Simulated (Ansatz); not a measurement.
# Pt (fcc type): the cost of one run

Method: DFT LDA, with the methods named in each step, in Ansatz 0.2.0.

## 1. Starting point

It takes space group Fm-3m (No. 225, cubic). The conventional cell has a = 3.894 Å, b = 3.894 Å, c = 3.894 Å, α = 90.00°, β = 90.00°, γ = 90.00°. Pt (site symmetry m-3m) has 12 Pt at 2.75 Å as nearest neighbours.

Structure file:

```
CELL_PARAMETERS angstrom
0.00000 1.94695 -1.94695
-1.94695 0.00000 1.94695
3.89390 3.89390 3.89390
ATOMIC_POSITIONS crystal
Pt 0.00000 0.00000 0.00000
Pt 0.33333 0.66667 0.33333
Pt 0.66667 0.33333 0.66667
```

Atoms are numbered in the order of the input: Pt1, Pt2, Pt3.

## 2. Bulk in the slab's orientation, LAPW

File input.yaml:

```yaml
crystal:
  lattice:
    - [0.0, 1.9469498731, -1.9469498731]
    - [-1.9469498731, 0.0, 1.9469498731]
    - [3.8938997463, 3.8938997463, 3.8938997463]
  atoms:
    - { symbol: Pt, position: [0.0, 0.0, 0.0] }
    - { symbol: Pt, position: [0.333333333, 0.666666667, 0.333333333] }
    - { symbol: Pt, position: [0.666666667, 0.333333333, 0.666666667] }
kpoints:
  mp_grid: { grid: [17, 17, 6] }
scf:
  occupations: { method: fermi_dirac, width: 0.05 }
hamiltonian:
  xc: lda
  pseudopotentials: { kind: all_electron, lapw: { basis_error: 0.001 } }
output:
  forces: true
  stress: true
  eigenvalues: true
```

The run is started by

```bash
$ ansatz run input.yaml --threads 2 --pin off --max-ram 4096MiB --backend cpu --events-out ev --progress --plain --runs-dir out
```

Q: Estimate wall time and peak memory on 2 threads of Intel Xeon 6975P-C (Granite Rapids), shared host.

About 44 s, with a peak of 1.4 GiB.
